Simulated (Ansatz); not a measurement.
# BH8NOSi2: a dynamics run in two tries

The task is a short trajectory. SMILES of the start: BO[SiH](N)[SiH3].

Program: Ansatz 0.2.0. Level of theory: UKS BHLYP/STO-3G. These are calculated values, not measurements.

## Step 1: The system as given

Bond lengths: B1–O2 1.322 Å, O2–Si3 1.765 Å, Si3–N4 1.697 Å, Si3–Si5 2.304 Å, B1–H6 1.217 Å, B1–H7 1.204 Å, Si3–H8 1.371 Å, N4–H9 1.059 Å, N4–H10 1.044 Å, Si5–H11 1.353 Å, Si5–H12 1.396 Å, Si5–H13 1.352 Å. Angles (14 of 19 angles, heavy atoms first): B1–O2–Si3 124.5°, O2–Si3–N4 95.6°, O2–Si3–Si5 115.0°, N4–Si3–Si5 107.7°, O2–B1–H6 125.9°, O2–B1–H7 115.4°, O2–Si3–H8 102.2°, N4–Si3–H8 110.5°, Si5–Si3–H8 122.5°, Si3–N4–H9 120.7°, Si3–N4–H10 120.1°, Si3–Si5–H11 124.1°, Si3–Si5–H12 107.8°, Si3–Si5–H13 103.4°.

Structure file:

```xyz
13

B    -2.6694   -0.3516   -1.4199
O    -1.5982    0.0045   -0.7311
Si    0.0077   -0.6951   -0.9495
N     0.1281   -1.3277    0.6207
Si    1.7090    0.8345   -1.2217
H    -3.7738    0.1511   -1.3318
H    -2.5645   -1.3747   -2.0451
H    -0.2342   -1.6973   -1.8526
H     0.3079   -2.3598    0.7757
H     0.6696   -0.8157    1.3521
H     1.5189    2.1202   -1.5979
H     2.4987    0.8047   -0.0706
H     2.4909    0.2684   -2.1679
```

## Step 2: First try

File input.yaml:

```yaml
crystal:
  periodic: [false, false, false]
  atoms:
    - { symbol: B, position_ang: [-2.669418, -0.351604, -1.41993] }
    - { symbol: O, position_ang: [-1.598166, 0.004462, -0.731087] }
    - { symbol: Si, position_ang: [0.007712, -0.695109, -0.949539] }
    - { symbol: "N", position_ang: [0.128053, -1.32775, 0.620728] }
    - { symbol: Si, position_ang: [1.708976, 0.834459, -1.221733] }
    - { symbol: H, position_ang: [-3.773848, 0.151145, -1.331795] }
    - { symbol: H, position_ang: [-2.564542, -1.37474, -2.045141] }
    - { symbol: H, position_ang: [-0.234192, -1.697306, -1.85263] }
    - { symbol: H, position_ang: [0.307946, -2.359781, 0.775689] }
    - { symbol: H, position_ang: [0.669646, -0.815744, 1.352114] }
    - { symbol: H, position_ang: [1.518856, 2.120173, -1.597866] }
    - { symbol: H, position_ang: [2.498678, 0.804699, -0.070561] }
    - { symbol: H, position_ang: [2.490899, 0.268422, -2.16787] }
magnetization:
  spin_polarized: true
basis:
  gaussian: { orbitals: STO-3G }
hamiltonian:
  xc: { name: BHLYP }
md:
  timestep: 1.0
  n_steps: 25
  ensemble: nvt_nose_hoover
  temperature: 200.0
  initial_velocities: maxwell_boltzmann
  seed: 604813
  nose_hoover: { tau: 50.0, chain_length: 5 }
  dt: 0.5
```

The run is started by

```bash
ansatz run input.yaml --threads 1 --pin off --max-ram 2048MiB --backend cpu --events-out ev --progress --plain --runs-dir out
```

**Question.** What will these runs give? Wanted: first try.

**Answer**, as computed:

```
 quantity                                                                               value
first try                                                                             refused
    cause  one key bears a name from other programs (dt, n_images) that this one doesn't know
```

What this shows: The fault in the first input was caught at the input check and cost nothing.
